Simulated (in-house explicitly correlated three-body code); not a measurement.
# Two electrons around a charge of +1.095: exact states and exact Kohn–Sham parts

Aim: the lowest states of two electrons around a charge of +1.095 to near-exact accuracy, with their sizes and correlation, then the exact Kohn–Sham parts of the ground state and the errors of common functionals.

Program: in-house explicitly correlated three-body code version 1. Level of theory: two electrons, non-relativistic, variational in exponentially correlated functions. These are calculated values, not measurements, unless marked.

## Step 1: What is computed

| Quantity | Value |
| --- | --- |
| charge of the centre | +1.095 |
| mass of the centre | infinite |
| interactions | Coulomb |
| basis | 260 functions exp(−a r1 − b r2 − g r12) a state, exponent ranges optimised |
| units | hartree and bohr; relativity and QED are left out |

## Step 2: Input and results

Settings:

```ini
Z = 1.095
interaction_strength = 1.0
functions = 260
states_tried = 13
```

Launch:

```sh
python run_hyl.py task.json out
```

The program writes no log. Results of the run, from its result record (rounded, main fields):

```text
{
  "status": "converged",
  "states [hartree, bohr]": [
    {"name": "1 1S", "E": -0.6669681176818, "change": 7.6e-10, "T": 0.66696811927, "inv_r": 0.7815659001, "inv_r12": 0.3776930843, "r": 2.22874979, "r2": 7.55464867, "r12": 3.57229455, "r12_2": 16.1203925, "cos": -0.103277, "p1p2": 0.045119316, "d1": 0.2268032, "d12": 0.005129},
    {"name": "3 1P", "E": -0.6000148163013, "change": 6.7e-09, "T": 0.60001482829, "inv_r": 0.5527924894, "inv_r12": 0.01058590722, "r": 66.3380933, "r2": 9933.89159, "r12": 131.315834, "r12_2": 19867.8494, "cos": -0.000335071, "p1p2": 4.060677e-06, "d1": 0.2089614, "d12": 1.0029e-08}
  ],
  "threshold [hartree]": -0.5995125,
  "transitions": [
    ["1 1S", "3 1P", 0.066953301, 0.01976777]
  ],
  "polarisability [au]": {"1 1S": {"alpha": 69.12091, "c6": 423.425, "f_sum": 2.000105}},
  "kohn_sham [hartree]": {"Ts": 0.637539217, "hartree": 0.895720157, "Ex": -0.447860078, "Tc": 0.0294289027, "Uc": -0.0701669941, "Ec": -0.0407380914, "norm": 2.0},
  "hartree_fock [hartree]": [-0.62728731412, -0.085514571]
}
```

«change» is the move of the energy from 170 to 260 functions; states that moved too far are left out. d1 and d12 are the expectation values of δ(r1) and δ(r12).

Run time: 38 s. Hardware: 1 thread of Arm Neoverse V1, shared host.

## Step 3: Levels

Binding counts from the one-electron threshold at -0.599513 hartree:

| state | binding (eV) | excitation (eV) | quantum defect | ⟨r⟩ | ⟨r12⟩ (bohr) | ⟨cos θ12⟩ |
| --- | --- | --- | --- | --- | --- | --- |
| 1 ¹S | 1.83556 | 0 | 0.741 | 2.229 | 3.572 | -0.1033 |
| 3 ¹P | 0.0136687 | 1.82189 | 0.003 | 66.34 | 131.3 | -0.0003 |

## Step 4: Electric-dipole lines

Oscillator strengths from the S state (negative where P lies lower) and rates of the upper state's decay:

| S | P | E(P) − E(S) (eV) | f | rate (1/s) |
| --- | --- | --- | --- | --- |
| 1 ¹S | 3 ¹P | 1.8219 | 8.823e-04 | 4.236e+04 |

## Step 5: Kohn–Sham potentials from the exact density

With two electrons in one orbital the density fixes the Kohn–Sham potential directly; exchange is minus half the Hartree term. On a radial grid:

| r (bohr) | 4πr²n | v_x | v_c | pair density 4πr12²h | Coulomb hole |
| --- | --- | --- | --- | --- | --- |
| 0.214 | 0.1643 | -0.7642 | -0.062 | 0.003506 | -0.00734 |
| 0.304 | 0.2739 | -0.7497 | -0.052 | 0.007436 | -0.0139 |
| 0.433 | 0.4245 | -0.7245 | -0.037 | 0.01588 | -0.0251 |
| 0.617 | 0.5924 | -0.6841 | -0.014 | 0.03353 | -0.0420 |
| 0.878 | 0.7189 | -0.6247 | 0.013 | 0.06785 | -0.0606 |
| 1.25 | 0.7329 | -0.5455 | 0.038 | 0.1263 | -0.0673 |
| 1.78 | 0.6083 | -0.4520 | 0.047 | 0.2021 | -0.0420 |
| 2.53 | 0.4043 | -0.3555 | 0.036 | 0.2520 | 0.00962 |
| 3.61 | 0.2085 | -0.2659 | 0.015 | 0.2161 | 0.0383 |
| 5.14 | 0.07845 | -0.1923 | 0.003 | 0.1093 | 0.0197 |
| 7.32 | 0.01858 | -0.1363 | 0.000 | 0.02795 | 4.62e-04 |
| 10.4 | 0.002284 | -0.09614 | 0.000 | 0.003248 | -0.00104 |

The last two columns are read against r12, and the hole is the exact less the Kohn–Sham pair density.

## Step 6: Functionals against the exact answer

Errors in millihartree. The functional-driven error is that on the exact density; the rest comes from the functional's own density. Hybrids were run self-consistently alone, so they have no split; a dash in a self-consistent column means that the top level came out unbound:

| functional | exchange | correlation | functional-driven | density-driven | total, self-consistent | top level + binding (eV) |
| --- | --- | --- | --- | --- | --- | --- |
| LDA VWN5 | +55.9 | -37.2 | +18.7 | – | – | – |
| LDA PW92 | +55.9 | -37.2 | +18.7 | – | – | – |
| PBE | -6.0 | +7.7 | +1.7 | – | – | – |
| PBEsol | +16.2 | -0.4 | +15.8 | – | – | – |
| BLYP | -10.5 | +8.1 | -2.4 | – | – | – |
| RPBE | -14.4 | +7.7 | -6.7 | – | – | – |
| PW91 | -7.3 | +5.9 | -1.4 | – | – | – |
| BP86 | -10.5 | +0.5 | -10.0 | – | – | – |
| OLYP | -9.8 | +8.1 | -1.7 | – | – | – |
| AM05 | +40.7 | -26.8 | +13.9 | – | – | – |
| TPSS | -9.1 | +6.1 | -3.0 | – | – | – |
| revTPSS | -8.1 | +2.4 | -5.7 | – | – | – |
| SCAN | -8.9 | +9.2 | +0.3 | – | – | – |
| r2SCAN | -8.9 | +9.2 | +0.3 | – | – | – |
| M06-L | -8.4 | +9.2 | +0.9 | – | – | – |
| ωB97X | – | – | – | – | -2.7 | -0.32 |

## Step 7: Outcome

| quantity | value |
| --- | --- |
| ground-state energy | -0.66696812 hartree |
| binding of the second electron | 1.8356 eV |
| ⟨r12⟩, ⟨cos θ12⟩ | 3.572 bohr, -0.1033 |
| polarisability of the ground state | 69.121 bohr³ |
| Ts, Ex, Ec (Kohn–Sham) | 0.63754, -0.44786, -0.04074 hartree |
| exact less Hartree–Fock | -0.03968 hartree |

What this shows: The second electron is bound by 1.836 eV, and the mean cosine of -0.103 shows the electrons leaning only slightly to opposite sides. The virial ratio −T/E is 1.0000000, where an exact Coulomb state gives 1. On the exact density SCAN errs least (+0.3 millihartree) and LDA PW92 most (+18.7). 15 of the 15 semilocal functionals leave the top level unbound when run self-consistently, since their potentials decay too fast.
